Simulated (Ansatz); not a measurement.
H3O2SbSi, SMILES [OH][Sb]1[O][SiH2]1, a rigid scan of one bond angle

With Ansatz's Python interface.

Interactive session:
```pycon
>>> import ansatz as az
>>> from ase import Atoms
>>> atoms = Atoms(["O", "Sb", "O", "Si", "H", "H", "H"], positions=[
...     (-1.5021, -0.8402, -1.1805),
...     (-1.4397, -0.188, 0.734),
...     (0.3513, -1.0846, 0.9525),
...     (1.0298, 0.465, 0.4682),
...     (-1.544, 0.0358, -1.7373),
...     (1.609, 1.1584, 1.5936),
...     (1.557, 0.3855, -0.8761),
... ])
>>> # relax first, so that the scan starts from a minimum
>>> first = az.Crystal.molecule_from_ase(atoms).calculation()
>>> first = first.basis(gaussian="def2-SVP")
>>> first = first.functional("r2scan", dispersion="d3bj")
>>> first = first.accuracy("medium")
>>> first = first.relax(force_tolerance=0.02, max_steps=80)
>>> atoms.positions = first.run(threads=1, pin="off").report["positions_ang"]
DeckWarning: the engine holds no damping parameters fitted to this dispersion correction and functional, so the run takes those fitted to r2scan beside the three-body term, which d3bj leaves out (hamiltonian.dispersion, under Limitations)
>>> rows = []
>>> for angle in [90, 100, 110, 120, 135, 150, 165, 179]:
...     bent = atoms.copy()
...     bent.set_angle(1, 0, 4, angle, indices=[4])
...     job = (
...         az.Crystal.molecule_from_ase(bent).calculation()
...         .basis(gaussian="def2-SVP")
...         .functional("r2scan", dispersion="d3bj")
...         .accuracy("medium")
...     )
...     rows.append((angle, job.run(threads=1, pin="off").report["free_energy_ev"]))
...
>>> floor = min(e for _, e in rows)
>>> for angle, e in rows:
...     print(f"angle Sb1-O0-H4 = {angle:3d} deg   {1000 * (e - floor):9.1f} meV")
...
angle Sb1-O0-H4 =  90 deg       208.2 meV
angle Sb1-O0-H4 = 100 deg        55.0 meV
angle Sb1-O0-H4 = 110 deg         0.0 meV
angle Sb1-O0-H4 = 120 deg        22.7 meV
angle Sb1-O0-H4 = 135 deg       160.4 meV
angle Sb1-O0-H4 = 150 deg       360.2 meV
angle Sb1-O0-H4 = 165 deg       543.3 meV
angle Sb1-O0-H4 = 179 deg       633.6 meV
```

The settings weren't tested for convergence. Warnings are shown shortened and without file and line. The scan is rigid, and the energies are electronic, in a modest basis. The zero is the lowest point of the grid, which needn't be the minimum. def2 sets replace the cores of elements past krypton by effective core potentials. A dispersion term here runs with damping parameters fitted for another variant or functional. The whole script took 93 s on 1 thread of Arm Neoverse V1 (shared host), peak memory 0.22 GiB.
